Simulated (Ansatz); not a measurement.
# H5OSbSeSi: basis-set convergence

Aim: see how fast density functionals converge with the basis set for H5OSbSeSi.

Method: one geometry, several basis sets; program: Ansatz 0.2.0, Gaussian basis.

The runs, in order: PBE0-D4/def2-SVP; ωB97M-V/def2-SVP; PBE0-D4/def2-QZVPP; ωB97M-V/def2-QZVPP; the functionals' def2-TZVPP values are taken from earlier runs.

1 further run of the same task is left out (for a known fault of the program). Runs told in other sessions of the task aren't counted.

## 1. The relaxed structure

All runs share one geometry, relaxed beforehand with PBE0-D4 in a triple-zeta def2 set. Sb takes the def2 core potential; no spin-orbit term is included.

SMILES `[OH][SbH][SiH2][SeH]`, 9 atoms, charge 0, spin multiplicity 1.

Atoms are counted from 1 here; the program's logs count them from 0.

Bond lengths: O1–Sb2 1.991 Å, O1–H5 0.961 Å, Sb2–Si3 2.594 Å, Sb2–H6 1.711 Å, Si3–Se4 2.272 Å, Si3–H7 1.487 Å, Si3–H8 1.489 Å, Se4–H9 1.479 Å. Angles: Sb2–O1–H5 110.2°, O1–Sb2–Si3 92.3°, O1–Sb2–H6 93.1°, Si3–Sb2–H6 89.9°, Sb2–Si3–Se4 106.7°, Sb2–Si3–H7 110.4°, Sb2–Si3–H8 109.9°, Se4–Si3–H7 110.1°, Se4–Si3–H8 112.3°, H7–Si3–H8 107.5°, Si3–Se4–H9 90.1°.

## 2. PBE0-D4 in def2-SVP

The input, in.yaml:

```yaml
crystal:
  periodic: [false, false, false]
  atoms:
    - {symbol: O, position_ang: [-0.975011, 1.274464, -1.090890]}
    - {symbol: Sb, position_ang: [0.924142, 0.698043, -1.250691]}
    - {symbol: Si, position_ang: [0.625773, -1.149778, 0.545500]}
    - {symbol: Se, position_ang: [-1.184684, -0.566786, 1.787452]}
    - {symbol: H, position_ang: [-1.385309, 1.311641, -1.958816]}
    - {symbol: H, position_ang: [1.452378, 1.784327, -0.039147]}
    - {symbol: H, position_ang: [1.832857, -1.231066, 1.410526]}
    - {symbol: H, position_ang: [0.455629, -2.473994, -0.113062]}
    - {symbol: H, position_ang: [-1.657273, 0.306949, 0.692029]}
basis:
  gaussian: {orbitals: def2-SVP}
hamiltonian: {xc: pbe0, dispersion: d4}
output: {orbitals: {seedname: orbitals}}
```

Launch:

```console
ansatz run in.yaml --threads 4 --pin off --events-out ev --progress --plain --max-ram 10444MiB
```

Further steps of the session: ωB97M-V in def2-SVP; PBE0-D4 in def2-QZVPP; ωB97M-V in def2-QZVPP.

Q: Predict the results of all the runs planned. Wanted: PBE0-D4: double and triple zeta above quadruple; ωB97M-V: double and triple zeta above quadruple.

The runs gave:

| quantity | value |
| --- | --- |
| PBE0-D4: double and triple zeta above quadruple | 15.67, 1.83 eV |
| ωB97M-V: double and triple zeta above quadruple | 15.70, 1.77 eV |

What this shows: For PBE0-D4 the step from double to triple zeta gains 13.84 eV and the next only 1.83 eV. These are total energies; as a rule much of such shifts cancels in differences, which this series doesn't test.
